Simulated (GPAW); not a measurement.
**Sb2Pt (Geversite) in GPAW: convergence with response cutoff (eV)**

Sb2Pt (Geversite):

```
Pt Sb
1.0
     6.44230    0.00000    0.00000
     0.00000    6.44230    0.00000
     0.00000    0.00000    6.44230
Pt Sb
4 8
Cartesian
  0.0000 3.2212 3.2212
  3.2212 3.2212 0.0000
  0.0000 0.0000 0.0000
  3.2212 0.0000 3.2212
  2.4178 0.8034 5.6389
  0.8034 5.6389 2.4178
  4.0245 4.0245 4.0245
  5.6389 2.4178 0.8034
  4.0245 5.6389 0.8034
  5.6389 0.8034 4.0245
  2.4178 2.4178 2.4178
  0.8034 4.0245 5.6389
```

| Property | Result |
| --- | --- |
| Program | GPAW 26.7.0 |
| Task | dielectric tensor |
| Functional | PBE |
| Potentials or basis | GPAW PAW data sets (gpaw-data 1.2.1) |
| Cutoff | 500 eV |
| Basis | pw |
| k mesh | 1 × 1 × 1 |
| Occupations | fermi-dirac, width 0.001 eV |
| Spin | no spin polarisation |
| Response ecut | 10 eV |
| Maxiter | 150 |
| Response k mesh | 2 × 2 × 2 |
| Response bands | 236 |
| Kernels | ["RPA"] |
| Coarser k mesh | 2 × 2 × 2 |

These are the settings of the first run; the series varies response cutoff (eV), with any setting tied to it.

Hardware: 1 thread of Intel(R) Xeon(R) 6975P-C (Granite Rapids) (shared host).

```
response cutoff (eV)  dielectric constant  SCF cycles  CPU time (s)  peak memory (GiB)
                  10            11151.447          16           530               0.96
                  20            10552.748          16           550               0.97
                  30            10307.036          16           540               0.99
                  50             9825.431          16           540                1.1
                  80             9387.006          16           550                1.2
                 120             9329.958          16           560                1.4
```

Not settled before the last step: the dielectric constant (to 0.05). The tightest run that finished is the yardstick and may itself not be fully converged.

Caveat, for the tightest run too: the k mesh is coarse (spacing up to 0.49 Å⁻¹), so the values aren't converged; the long-wavelength limit can be off by several per cent where d states take part.
